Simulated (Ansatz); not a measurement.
# CsHoCu: the cost of one run

Program: Ansatz 0.2.0. Level of theory: DFT PBE, scalar-relativistic, plane waves, PAW; 4f electrons in the core of a trivalent norm-conserving potential. These are calculated values, not measurements.

## 1. The structure to begin with

Symmetry: Immm, No. 71, orthorhombic system. The conventional cell has a = 5.699 Å, b = 5.795 Å, c = 6.628 Å, α = 90.00°, β = 90.00°, γ = 90.00°. Around Cs (site symmetry mmm) lie 2 Cu at 2.85 Å. Around Ho (site symmetry mmm) lie 2 Cu at 2.90 Å and 2 Cs at 3.31 Å. Cu (site symmetry mmm) has 2 Cs at 2.85 Å and 2 Ho at 2.90 Å in its first shell of neighbours.

As a file:

```cif
data_structure
_symmetry_space_group_name_H-M 'Immm'
_symmetry_Int_Tables_number 71
_cell_length_a 5.6992
_cell_length_b 5.7950
_cell_length_c 6.6285
_cell_angle_alpha 90.000
_cell_angle_beta 90.000
_cell_angle_gamma 90.000
_cell_volume 218.92
loop_
_atom_site_label
_atom_site_type_symbol
_atom_site_symmetry_multiplicity
_atom_site_Wyckoff_symbol
_atom_site_fract_x
_atom_site_fract_y
_atom_site_fract_z
_atom_site_occupancy
Cs1 Cs 2 a 0.00000 0.00000 0.00000 1
Ho1 Ho 2 c 0.00000 0.00000 0.50000 1
Cu1 Cu 2 b 0.50000 0.00000 0.00000 1
```

A structure generator made this guess: random cell by space group and Wyckoff sites (Immm, No. 71). Lengths come from tabulated atomic sizes and are only a guess.

## 2. The guess as it stands, on a coarse mesh

input.yaml

```yaml
crystal:
  lattice:
    - [-2.84961914, 2.8975023, 3.31423099]
    - [2.84961914, -2.8975023, 3.31423099]
    - [2.84961914, 2.8975023, -3.31423099]
  atoms:
    - { symbol: Cs, position: [0.0, 0.0, 0.0] }
    - { symbol: Ho, position: [0.5, 0.5, 0.0] }
    - { symbol: Cu, position: [0.0, 0.5, 0.5] }
basis:
  ecutwfc: 690
kpoints:
  mp_grid: { grid: [4, 4, 4] }
hamiltonian:
  xc: pbe
  pseudopotentials:
    kind: paw
    azcp: { Ho: "pseudopotentials/pbe/nc/lanthanide_3plus/Ho.nc.azcp" }
scf:
  occupations: { method: gaussian, width: 0.1 }
  lower_state_search: "off"
output:
  forces: true
  stress: true
  eigenvalues: true
```

Launch:

```console
ansatz run input.yaml --threads 1 --pin off --max-ram 2560MiB --backend cpu --events-out ev --progress --plain --runs-dir out
```

Q: Estimate wall time and peak memory on 1 thread of Intel Xeon at 2.50GHz (Skylake/Cascade Lake), shared host.

About 16 s, with a peak of 0.47 GiB.
